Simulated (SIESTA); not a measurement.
Write the native input for SIESTA 5.4.2 that does the following.

```yaml
Task: single point
Functional: PBEsol
Potentials_or_basis: PseudoDojo 0.4 standard (PBEsol files)
Basis: DZP (energy shift 0.003 Ry; two zetas on semicore shells)
Grid_cutoff: 800 Ry
Energy_shift: 0.003 Ry
k_mesh: 4 × 8 × 5
Occupations: fermi-dirac, width 0.05 eV
Spin: no spin polarisation
```

Crystal: TiSe.

```xyz
8
Lattice="6.4620 0.0000 0.0000 0.0000 3.4940 0.0000 0.0000 0.0000 6.2220" Properties=species:S:1:pos:R:3 pbc="T T T"
Se    5.0404    2.6205    3.6088
Se    4.6526    0.8735    0.4978
Se    1.8094    2.6205    5.7242
Se    1.4216    0.8735    2.6132
Ti    6.3974    2.6205    1.1822
Ti    3.2956    0.8735    4.2932
Ti    3.1664    2.6205    1.9288
Ti    0.0646    0.8735    5.0398
```

One way to write it, as run:

TiSe.fdf

```
SystemName                      TiSe
SystemLabel                     TiSe
NumberOfSpecies                 2
NumberOfAtoms                   8
%block ChemicalSpeciesLabel
  1  34 Se
  2  22 Ti
%endblock ChemicalSpeciesLabel

LatticeConstant                 1.0 Ang
%block LatticeVectors
     6.4620000000     0.0000000000     0.0000000000
     0.0000000000     3.4940000000     0.0000000000
     0.0000000000     0.0000000000     6.2220000000
%endblock LatticeVectors
AtomicCoordinatesFormat         Fractional
%block AtomicCoordinatesAndAtomicSpecies
     0.7800000000     0.7500000000     0.5800000000  1  Se
     0.7200000000     0.2500000000     0.0800000000  1  Se
     0.2800000000     0.7500000000     0.9200000000  1  Se
     0.2200000000     0.2500000000     0.4200000000  1  Se
     0.9900000000     0.7500000000     0.1900000000  2  Ti
     0.5100000000     0.2500000000     0.6900000000  2  Ti
     0.4900000000     0.7500000000     0.3100000000  2  Ti
     0.0100000000     0.2500000000     0.8100000000  2  Ti
%endblock AtomicCoordinatesAndAtomicSpecies

%block kgrid.MonkhorstPack
    4   0   0  0.0
    0   8   0  0.0
    0   0   5  0.0
%endblock kgrid.MonkhorstPack
XC.Functional                   GGA
XC.Authors                      PBEsol
PAO.BasisSize                   DZP
PAO.EnergyShift                 0.003 Ry
Mesh.Cutoff                     800 Ry
OccupationFunction              FD
ElectronicTemperature           0.05 eV
MaxSCFIterations                120
SCF.MustConverge                false
SCF.Mixer.Method                Pulay
SCF.Mixer.Weight                0.25
SCF.Mixer.History               8
SCF.DM.Tolerance                5.0e-05
SCF.H.Tolerance                 1.0e-03 eV
WriteForces                     true
Charge.Mulliken                 end
Charge.Hirshfeld                end
Charge.Voronoi                  end
SaveRho                         true
SaveElectrostaticPotential      true
%block PAO.Basis
  Se 4
  n=4 0 2
    5.129 0.000
  n=4 1 2
    6.708 0.000
  n=3 2 2
    2.662 0.000
  n=4 2 1
    6.708
  Ti 5
  n=3 0 2
    3.151 0.000
  n=4 0 2
    8.703 0.000
  n=3 1 2
    3.568 0.000
  n=4 1 1
    8.703
  n=3 2 2
    6.267 0.000
%endblock PAO.Basis
```

Potentials or basis: PseudoDojo 0.4 standard (PBEsol files), DZP (energy shift 0.003 Ry; two zetas on semicore shells).

Run with:

```bash
$ siesta TiSe.fdf > TiSe.out 2>&1
```

It gave:

```
Pressure               : -1.2 GPa
Largest force          : 0.555 eV/Å
Band gap on the k mesh : none (metal or under the smearing width)
Hirshfeld charges      : Se -0.03; Ti +0.03 e
Voronoi charges        : Se -0.04; Ti +0.04 e
```

Caveat: Mulliken charges of long-ranged orbitals can have an unphysical sign; the basis of atomic orbitals isn't converged, which shifts pressures, moduli and gaps.

It took 3.2 min on 1 thread of Arm Neoverse V2 (shared host), peak memory 0.77 GiB.
